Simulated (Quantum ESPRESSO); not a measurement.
# GaSb3 (Fm-3m) in Quantum ESPRESSO: reference runs

How does GaSb3 come out in PBEsol? The cell is run as given and disturbed.

Everything below comes from runs of Quantum ESPRESSO 7.5. Logs are shortened: lines on timing, memory, paths and dates and some standing lists are left out, and cuts for length are marked.

## Step 1: The structure

The structure is cubic, space group Fm-3m (No. 225). Conventional cell: a = 7.461 Å, b = 7.461 Å, c = 7.461 Å, α = 90.00°, β = 90.00°, γ = 90.00°. Sb (site symmetry m-3m) has 8 Sb at 3.23 Å as nearest neighbours. Sb (site symmetry -43m) is surrounded by 4 Sb at 3.23 Å and 4 Ga at 3.23 Å. Ga (site symmetry m-3m) has 8 Sb at 3.23 Å as nearest neighbours.

The cell comes from a database or a generator and needn't be the stable form of this composition.

## Step 2: Single point, PBEsol

pw.in

```
&CONTROL
  calculation = 'scf'
  prefix = 'pwscf'
  outdir = './tmp'
  pseudo_dir = './pseudo'
  tprnfor = .true.
  tstress = .true.
  disk_io = 'low'
/
&SYSTEM
  ibrav = 0
  nat = 4
  ntyp = 2
  ecutwfc = 56
  ecutrho = 448
  nbnd = 43
  occupations = 'smearing'
  smearing = 'fd'
  degauss = 0.00367493
/
&ELECTRONS
  conv_thr = 8d-10
  electron_maxstep = 120
  mixing_beta = 0.5
/
ATOMIC_SPECIES
Sb   121.7600 sb_pbesol_v1.4.uspp.F.UPF
Ga    69.7230 ga_pbesol_v1.4.uspp.F.UPF
CELL_PARAMETERS angstrom
   0.0000000000    3.7305950000    3.7305950000
   3.7305950000    0.0000000000    3.7305950000
   3.7305950000    3.7305950000    0.0000000000
ATOMIC_POSITIONS crystal
Sb     0.5000000000    0.5000000000    0.5000000000
Sb     0.7500000000    0.7500000000    0.7500000000
Sb     0.2500000000    0.2500000000    0.2500000000
Ga     0.0000000000    0.0000000000    0.0000000000
K_POINTS automatic
6 6 6 0 0 0
```

pp_density.in

```
&INPUTPP
  prefix = 'pwscf'
  outdir = './tmp'
  filplot = 'density.dat'
  plot_num = 0
/
&PLOT
  nfile = 1
  filepp(1) = 'density.dat'
  iflag = 3
  output_format = 6
  fileout = 'density.cube'
/
```

pp_potential.in

```
&INPUTPP
  prefix = 'pwscf'
  outdir = './tmp'
  filplot = 'potential.dat'
  plot_num = 11
/
&PLOT
  nfile = 1
  filepp(1) = 'potential.dat'
  iflag = 3
  output_format = 6
  fileout = 'potential.cube'
/
```

Potentials or basis: GBRV 1.5 PBEsol.

On the command line:

```console
OMP_NUM_THREADS=1 mpirun -n 2 pw.x -nk 2 -in pw.in > pw.out
OMP_NUM_THREADS=1 mpirun -n 1 pp.x -in pp_density.in > pp_density.out
OMP_NUM_THREADS=1 mpirun -n 1 pp.x -in pp_potential.in > pp_potential.out
```

pw.out:

```text
This program is part of the open-source Quantum ESPRESSO suite
     for quantum simulation of materials; please cite
         "P. Giannozzi et al., J. Phys.:Condens. Matter 21 395502 (2009);
         "P. Giannozzi et al., J. Phys.:Condens. Matter 29 465901 (2017);
         "P. Giannozzi et al., J. Chem. Phys. 152 154105 (2020);
     in publications or presentations arising from this work. More details at

     Message from routine setup:
     using ibrav=0 with symmetry is DISCOURAGED, use correct ibrav instead

     K-points division:     npool     =       2
     Subspace diagonalization in iterative solution of the eigenvalue problem:
     a serial algorithm will be used

     G-vector sticks info
     --------------------
     sticks:   dense  smooth     PW     G-vecs:    dense   smooth      PW
     Sum        3067    1531    439               112027    39597    6183

     Using Slab Decomposition

     bravais-lattice index     =            0
     lattice parameter (alat)  =       9.9699  a.u.
     unit-cell volume          =     700.7465 (a.u.)^3
     number of atoms/cell      =            4
     number of atomic types    =            2
     number of electrons       =        64.00
     number of Kohn-Sham states=           43
     kinetic-energy cutoff     =      56.0000  Ry
     charge density cutoff     =     448.0000  Ry
     scf convergence threshold =      8.0E-10
     mixing beta               =       0.5000
     number of iterations used =            8  plain     mixing
     Exchange-correlation= SLA  PW   PSX  PSC
                           (   1   4  10   8   0   0   0)

     celldm(1)=   9.969927  celldm(2)=   0.000000  celldm(3)=   0.000000
     celldm(4)=   0.000000  celldm(5)=   0.000000  celldm(6)=   0.000000

     crystal axes: (cart. coord. in units of alat)
               a(1) = (   0.000000   0.707107   0.707107 )
               a(2) = (   0.707107   0.000000   0.707107 )
               a(3) = (   0.707107   0.707107   0.000000 )

     reciprocal axes: (cart. coord. in units 2 pi/alat)
               b(1) = ( -0.707107  0.707107  0.707107 )
               b(2) = (  0.707107 -0.707107  0.707107 )
               b(3) = (  0.707107  0.707107 -0.707107 )

     PseudoPot. # 1 for Sb read from file:
     sb_pbesol_v1.4.uspp.F.UPF
     Pseudo is Ultrasoft + core correction, Zval = 15.0
     Generated by new atomic code, or converted to UPF format
     Using radial grid of  891 points,  6 beta functions with:
                l(1) =   0
                l(2) =   0
                l(3) =   1
                l(4) =   1
                l(5) =   2
                l(6) =   2
     Q(r) pseudized with  8 coefficients,  rinner =    1.350   1.350   1.350
                                                       1.350   1.350

     PseudoPot. # 2 for Ga read from file:
     ga_pbesol_v1.4.uspp.F.UPF
     Pseudo is Ultrasoft + core correction, Zval = 19.0
     Generated by new atomic code, or converted to UPF format
     Using radial grid of  871 points,  6 beta functions with:
                l(1) =   0
                l(2) =   0
                l(3) =   1
                l(4) =   1
                l(5) =   2
                l(6) =   2
     Q(r) pseudized with  8 coefficients,  rinner =    1.250   1.250   1.250
                                                       1.250   1.250

     atomic species   valence    mass     pseudopotential
     Sb               15.00   121.76000     Sb( 1.00)
     Ga               19.00    69.72300     Ga( 1.00)

     48 Sym. Ops., with inversion, found

   Cartesian axes

     site n.     atom                  positions (alat units)
         1        Sb     tau(   1) = (   0.7071068   0.7071068   0.7071068  )
         2        Sb     tau(   2) = (   1.0606602   1.0606602   1.0606602  )
         3        Sb     tau(   3) = (   0.3535534   0.3535534   0.3535534  )
         4        Ga     tau(   4) = (   0.0000000   0.0000000   0.0000000  )

     number of k points=    16  Fermi-Dirac smearing, width (Ry)=  0.0037
                       cart. coord. in units 2pi/alat
        k(    1) = (   0.0000000   0.0000000   0.0000000), wk =   0.0092593
        k(    2) = (   0.1178511   0.1178511  -0.1178511), wk =   0.0740741
        k(    3) = (   0.2357023   0.2357023  -0.2357023), wk =   0.0740741
        k(    4) = (  -0.3535534  -0.3535534   0.3535534), wk =   0.0370370
        k(    5) = (   0.2357023   0.0000000  -0.0000000), wk =   0.0555556
        k(    6) = (   0.3535534   0.1178511  -0.1178511), wk =   0.2222222
[... 8 lines left out ...]
        k(   15) = (  -0.1178511  -0.3535534   0.5892557), wk =   0.2222222
        k(   16) = (  -0.7071068   0.2357023   0.0000000), wk =   0.1111111

     Dense  grid:   112027 G-vectors     FFT dimensions: (  72,  72,  72)

     Smooth grid:    39597 G-vectors     FFT dimensions: (  48,  48,  48)

     Initial potential from superposition of free atoms

     starting charge      60.0000, renormalised to      64.0000
     Starting wfcs are   39 randomized atomic wfcs +    4 random wfcs

     Self-consistent Calculation

     iteration #  1     ecut=    56.00 Ry     beta= 0.50
     Davidson diagonalization with overlap
     ethr =  1.00E-02,  avg # of iterations =  6.3

     total energy              =    -906.26266173 Ry
     estimated scf accuracy    <      95.78796499 Ry
[... 106 lines left out ...]
     iteration # 17     ecut=    56.00 Ry     beta= 0.50
     Davidson diagonalization with overlap
     ethr =  2.44E-12,  avg # of iterations =  2.0

     End of self-consistent calculation

          k = 0.0000 0.0000 0.0000 (  4957 PWs)   bands (ev):

   -83.3932 -83.3932 -83.3932 -18.3718 -18.3718 -18.3718 -18.3657 -18.3657
   -18.1579 -18.1579 -18.1542 -18.1542 -18.1542 -18.1328 -18.1328 -18.1328
   -18.1259 -18.1259  -3.9065  -3.9065  -3.9065  -3.8940  -3.8940  -1.5422
     3.2783   4.2870   7.7735   8.3648   8.3648   8.3648   8.5223   8.5223
     8.5223  10.2202  10.2202  10.2202  14.3922  14.3922  17.6171  17.6171
    17.6171  22.9906  22.9906

          k = 0.1179 0.1179-0.1179 (  4939 PWs)   bands (ev):

   -83.3932 -83.3932 -83.3932 -18.3726 -18.3726 -18.3713 -18.3650 -18.3650
   -18.1565 -18.1565 -18.1525 -18.1525 -18.1513 -18.1363 -18.1337 -18.1337
   -18.1279 -18.1279  -3.9077  -3.9059  -3.9059  -3.8942  -3.8942  -1.3295
     2.9508   3.8757   6.9600   7.7846   7.7846   7.8016   8.9725   8.9725
    10.3358  10.3358  10.4159  11.7275  15.2500  15.2500  15.9978  17.1278
    17.1278  21.5977  21.5977

          k = 0.2357 0.2357-0.2357 (  4964 PWs)   bands (ev):

   -83.3932 -83.3932 -83.3932 -18.3741 -18.3741 -18.3700 -18.3636 -18.3636
   -18.1514 -18.1514 -18.1492 -18.1492 -18.1455 -18.1436 -18.1365 -18.1365
   -18.1330 -18.1330  -3.9104  -3.9049  -3.9049  -3.8945  -3.8945  -0.7100
     1.8418   3.4287   6.0462   7.4519   7.4519   8.5822   8.5822   8.8093
    11.5523  11.5523  12.7932  13.0268  14.8142  15.5039  15.5039  17.2982
    17.2982  21.0277  21.3806

          k =-0.3536-0.3536 0.3536 (  4940 PWs)   bands (ev):

   -83.3932 -83.3932 -83.3932 -18.3749 -18.3749 -18.3692 -18.3629 -18.3629
   -18.1475 -18.1475 -18.1473 -18.1440 -18.1440 -18.1429 -18.1429 -18.1426
   -18.1353 -18.1353  -3.9119  -3.9045  -3.9045  -3.8946  -3.8946  -0.0131
     0.8596   3.3199   5.7214   7.3795   7.3795   8.3135   8.3135  10.5206
    10.8603  12.9775  12.9775  13.8890  13.8890  14.6328  16.2163  19.9241
    19.9532  19.9532  20.5537

          k = 0.2357 0.0000-0.0000 (  4945 PWs)   bands (ev):

   -83.3932 -83.3932 -83.3932 -18.3731 -18.3731 -18.3704 -18.3651 -18.3646
   -18.1588 -18.1550 -18.1523 -18.1505 -18.1505 -18.1353 -18.1349 -18.1349
   -18.1308 -18.1260  -3.9086  -3.9054  -3.9054  -3.8949  -3.8939  -1.2583
     2.9540   3.7303   6.6915   7.0110   7.0110   9.1029   9.2706   9.7336
     9.7336  10.7930  11.2262  11.2262  14.6577  16.0636  16.4553  16.6062
    16.6062  21.1579  22.2619

          k = 0.3536 0.1179-0.1179 (  4954 PWs)   bands (ev):

   -83.3932 -83.3932 -83.3932 -18.3745 -18.3739 -18.3696 -18.3641 -18.3634
   -18.1575 -18.1530 -18.1476 -18.1475 -18.1461 -18.1408 -18.1384 -18.1361
   -18.1336 -18.1283  -3.9103  -3.9050  -3.9044  -3.8957  -3.8939  -0.7706
     2.3193   3.1124   5.6397   6.6099   7.5015   8.5230   9.7336   9.7828
    11.0833  11.8564  12.3758  13.1330  14.2633  15.1897  15.8236  16.4886
    18.3100  20.4261  20.7322
[... 12 lines left out ...]
   -83.3932 -83.3932 -83.3932 -18.3747 -18.3738 -18.3704 -18.3631 -18.3630
   -18.1530 -18.1496 -18.1487 -18.1450 -18.1438 -18.1431 -18.1412 -18.1383
   -18.1332 -18.1332  -3.9100  -3.9060  -3.9042  -3.8950  -3.8948  -0.2498
     1.5263   2.8216   5.2950   7.0861   7.5283   8.9670   9.1607  10.1321
    11.1435  11.3453  13.2128  13.8238  14.7363  15.5277  15.9461  18.0148
    19.4106  19.8391  20.0707

          k = 0.0000-0.2357 0.2357 (  4952 PWs)   bands (ev):

   -83.3932 -83.3932 -83.3932 -18.3735 -18.3733 -18.3708 -18.3643 -18.3640
   -18.1565 -18.1528 -18.1502 -18.1500 -18.1468 -18.1395 -18.1369 -18.1359
   -18.1316 -18.1288  -3.9088  -3.9057  -3.9052  -3.8948  -3.8943  -0.9789
     2.5444   3.2641   6.0779   7.4631   7.7511   7.8316   8.9423   9.9680
    10.2399  11.1134  12.4014  12.6278  14.2386  15.9956  16.1407  16.8703
    17.2265  20.3740  20.7244

          k = 0.4714 0.0000-0.0000 (  4941 PWs)   bands (ev):

   -83.3932 -83.3932 -83.3932 -18.3755 -18.3755 -18.3677 -18.3640 -18.3625
   -18.1605 -18.1539 -18.1465 -18.1465 -18.1435 -18.1430 -18.1378 -18.1356
   -18.1356 -18.1262  -3.9128  -3.9032  -3.9032  -3.8973  -3.8935  -0.4218
     2.4554   2.4623   5.2705   6.0730   6.0730  10.2033  10.8158  10.8158
    11.3615  12.4588  13.4076  13.4076  14.1127  14.7951  14.7951  15.4559
    18.7129  20.2002  20.2246
[... 12 lines left out ...]
   -83.3932 -83.3932 -83.3932 -18.3757 -18.3729 -18.3708 -18.3629 -18.3622
   -18.1524 -18.1521 -18.1507 -18.1486 -18.1445 -18.1426 -18.1366 -18.1351
   -18.1339 -18.1330  -3.9100  -3.9068  -3.9030  -3.8967  -3.8944   0.5227
     1.2963   1.9407   4.5782   6.3379   8.8786   9.0060   9.3630  10.5413
    11.3766  11.9443  13.5230  14.0615  15.5823  15.8168  16.1172  18.6704
    19.0570  19.3201  19.6080

          k =-0.7071 0.0000 0.0000 (  4960 PWs)   bands (ev):

   -83.3932 -83.3932 -83.3932 -18.3765 -18.3765 -18.3663 -18.3635 -18.3614
   -18.1614 -18.1536 -18.1478 -18.1474 -18.1474 -18.1403 -18.1388 -18.1332
   -18.1332 -18.1263  -3.9149  -3.9020  -3.9020  -3.8988  -3.8933   0.7813
     1.0224   2.2633   4.7826   5.7517   5.7517  11.5034  11.8396  11.9757
    11.9757  12.7976  12.7976  12.9611  14.6351  15.8540  15.8540  16.6552
    16.9612  17.9683  18.3958
[... 12 lines left out ...]
   -83.3932 -83.3932 -83.3932 -18.3759 -18.3724 -18.3711 -18.3629 -18.3622
   -18.1522 -18.1522 -18.1507 -18.1492 -18.1448 -18.1399 -18.1386 -18.1353
   -18.1350 -18.1316  -3.9094  -3.9077  -3.9027  -3.8967  -3.8944   0.5429
     1.1963   2.0853   4.3026   7.4469   7.5011   9.1319   9.2134  10.9750
    11.3916  12.7665  13.0968  14.0578  15.1366  15.6174  15.8089  18.9048
    18.9889  19.1140  19.4337

          k =-0.7071 0.2357 0.0000 (  4970 PWs)   bands (ev):

   -83.3932 -83.3932 -83.3932 -18.3764 -18.3741 -18.3690 -18.3631 -18.3617
   -18.1571 -18.1522 -18.1508 -18.1489 -18.1431 -18.1428 -18.1375 -18.1357
   -18.1308 -18.1305  -3.9119  -3.9055  -3.9020  -3.8978  -3.8939   1.0425
     1.0770   1.7326   4.0427   6.8548   7.2839   9.1832   9.7172  12.1729
    12.6656  12.9535  13.0532  13.9377  14.6351  15.1963  15.2166  18.1422
    18.5600  18.9587  19.4075

     the Fermi energy is    11.0342 ev

!    total energy              =    -968.73802745 Ry
     estimated scf accuracy    <          1.6E-11 Ry
     smearing contrib. (-TS)   =      -0.00263934 Ry
     internal energy E=F+TS    =    -968.73538811 Ry

     The total energy is F=E-TS. E is the sum of the following terms:
     one-electron contribution =    -584.62358784 Ry
     hartree contribution      =     326.21798821 Ry
     xc contribution           =    -178.58484406 Ry
     ewald contribution        =    -531.74494443 Ry

     convergence has been achieved in  17 iterations

     Forces acting on atoms (cartesian axes, Ry/au):

     atom    1 type  1   force =    -0.00000000   -0.00000000    0.00000000
     atom    2 type  1   force =    -0.00000000   -0.00000000    0.00000000
     atom    3 type  1   force =     0.00000000    0.00000000   -0.00000000
     atom    4 type  2   force =     0.00000000    0.00000000   -0.00000000

     Total force =     0.000000     Total SCF correction =     0.000000

     Computing stress (Cartesian axis) and pressure

          total   stress  (Ry/bohr**3)                   (kbar)     P=      -33.49
  -0.00022767  -0.00000000  -0.00000000          -33.49       -0.00       -0.00
  -0.00000000  -0.00022767  -0.00000000           -0.00      -33.49       -0.00
  -0.00000000   0.00000000  -0.00022767           -0.00        0.00      -33.49

=------------------------------------------------------------------------------=
   JOB DONE.
=------------------------------------------------------------------------------=
```

Run time: 71 s. Hardware: 2 MPI ranks of Arm Neoverse V2, shared host; peak memory 0.58 GiB.

What came out:

| Item | Value |
| --- | --- |
| Free energy | -13180.3523 eV |
| Pressure | -3.3 GPa |
| Band gap on the k mesh | none (metal or under the smearing width) |

Levels at points of the mesh, in eV from the Fermi level:
```tsv
k point	band 29	band 30	band 31	band 32	band 33	band 34	band 35	band 36
(0.00, 0.00, 0.00)	-2.67	-2.67	-2.51	-2.51	-2.51	-0.81	-0.81	-0.81
(0.00, 0.00, -0.50)	-3.65	-2.72	-2.72	-0.51	-0.17	1.94	1.94	2.85
(0.00, -0.50, -0.50)	-5.28	0.47	0.81	0.94	0.94	1.76	1.76	1.93
```

## Step 3: Single point, PBEsol (atoms moved at random, drawn with an rms of 0.05 Å)

pw.in, as its differences from that of step 2:

```diff
@@ -7,3 +7,3 @@
   tstress = .true.
-  disk_io = 'low'
+  disk_io = 'nowf'
 /
@@ -33,6 +33,6 @@
 ATOMIC_POSITIONS crystal
-Sb     0.5000000000    0.5000000000    0.5000000000
-Sb     0.7500000000    0.7500000000    0.7500000000
-Sb     0.2500000000    0.2500000000    0.2500000000
-Ga     0.0000000000    0.0000000000    0.0000000000
+Sb     0.5003080000    0.5034980000    0.4974400000
+Sb     0.7541940000    0.7532790000    0.7501290000
+Sb     0.2418540000    0.2649210000    0.2523630000
+Ga     0.0068510000    0.0041680000   -0.0055930000
 K_POINTS automatic
```

Potentials or basis: GBRV 1.5 PBEsol.

On the command line:

```console
OMP_NUM_THREADS=1 mpirun -n 2 pw.x -nk 2 -in pw.in > pw.out
```

Wall time 5.6 min (2 MPI ranks of Arm Neoverse V2, shared host); peak memory 0.88 GiB.

Results (log left out):

```yaml
Free_energy: -13180.3511 eV
Pressure: -3.3 GPa
Largest_force: 0.045 eV/Å
Band_gap_on_the_k_mesh: none (metal or under the smearing width)
```

Forces on the atoms (eV/Å):
```
Sb  -0.005  0.012  0.019
Sb   0.038 -0.024 -0.008
Sb  -0.026  0.019  0.002
Ga  -0.007 -0.007 -0.013
```

Stress tensor (GPa, compression positive):
```
-3.35 -0.01 -0.28
-0.01 -3.34  0.39
-0.28  0.39 -3.36
```

Levels at points of the mesh, in eV from the Fermi level:
| k point | band 28 | band 29 | band 30 | band 31 | band 32 | band 33 | band 34 | band 35 | band 36 | band 37 |
| --- | --- | --- | --- | --- | --- | --- | --- | --- | --- | --- |
| (0.00, 0.00, 0.00) | -2.74 | -2.70 | -2.67 | -2.57 | -2.47 | -2.39 | -0.92 | -0.81 | -0.69 | 3.35 |
| (0.00, 0.00, -0.50) | -3.75 | -3.56 | -2.81 | -2.63 | -0.50 | -0.18 | 1.91 | 2.00 | 2.80 | 2.89 |
| (0.00, -0.50, -0.50) | -5.30 | -5.27 | 0.47 | 0.81 | 0.92 | 0.94 | 1.74 | 1.79 | 1.95 | 3.61 |
| (0.50, 0.50, 0.50) | -3.75 | -3.56 | -2.81 | -2.62 | -0.52 | -0.17 | 1.90 | 1.97 | 2.81 | 2.91 |
| (-0.50, 0.00, 0.00) | -3.71 | -3.61 | -2.74 | -2.63 | -0.57 | -0.14 | 1.87 | 1.90 | 2.85 | 2.92 |
| (0.00, -0.50, 0.00) | -3.71 | -3.59 | -2.81 | -2.69 | -0.46 | -0.20 | 1.98 | 2.03 | 2.80 | 2.86 |
| (-0.50, 0.00, -0.50) | -5.29 | -5.27 | 0.46 | 0.80 | 0.94 | 0.96 | 1.73 | 1.77 | 1.97 | 3.60 |
| (-0.50, -0.50, 0.00) | -5.28 | -5.27 | 0.46 | 0.80 | 0.95 | 0.96 | 1.72 | 1.76 | 1.98 | 3.60 |
